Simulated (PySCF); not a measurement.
# Towards the basis-set limit for BAs

One table from this session's results is given with a row withheld; the runs are named, their logs left out.

Program: PySCF 2.14.0. Level of theory: CCSD(T) on ROHF, scalar-relativistic core potentials. These are calculated values, not measurements.

The first run:

```
molecule             : BAs
state                : triplet, unpaired electrons σ ↑, π ↑
smaller basis        : B aug-cc-pVDZ, As cc-pwCVDZ-PP with ECP10
larger basis         : B aug-cc-pVTZ, As cc-pwCVTZ-PP with ECP10
frozen core orbitals : 5
extrapolation        : correlation as n⁻³ (n = 2, 3), Hartree–Fock as (n+1)·exp(−9√n)
corrections          : core–valence correlation
distances (Å)        : 1.6312, 1.7054, 1.7795, 1.8537, 1.9278, 2.0205, 2.1132
masses (u)           : 11.0093, 74.9216
dissociation limit   : B + As
```

Started as:

```
$ OMP_NUM_THREADS=4 python comp.py task.json out
```

Steps of the session up to this table: Coupled cluster at each distance.

One table of the session follows, with a row left open; its other results are not shown here.

Parts of the energy along the bond, in eV from B + As:

| R (Å) | HF/CBS | CCSD corr. | (T) | core–valence |
| --- | --- | --- | --- | --- |
| 1.6312 | -0.554 | -1.259 | -0.2253 | -0.0386 |
| 1.7054 | -1.007 | -1.265 | -0.2455 | -0.0310 |
| 1.7795 | ? | ? | ? | ? |
| 1.8537 | -1.217 | -1.310 | -0.2909 | -0.0187 |
| 1.9278 | -1.104 | -1.343 | -0.3135 | -0.0138 |
| 2.0205 | -0.854 | -1.384 | -0.3378 | -0.0087 |
| 2.1132 | -0.543 | -1.417 | -0.3547 | -0.0044 |

Estimate the missing values for R (Å) = 1.7795.

Worked estimate for «HF/CBS». A straight line through the neighbours (1.7054, -1.007) and (1.8537, -1.217) gives -1.007 + (-1.217 + 1.007) × (1.7795 − 1.7054) / (1.8537 − 1.7054) = -1.112; a parabola fitted to 4 rows on both sides gives -1.206.

**Answer.** HF/CBS: -1.203; CCSD corr.: -1.283; (T): -0.2678; core–valence: -0.0244. In «HF/CBS» the line misses by +0.091 and the parabola by -0.003.

Limits of these values: Spin–orbit coupling and excitations beyond (T) are left out. An extrapolation from double and triple zeta is rough, so this isn't yet the limit.
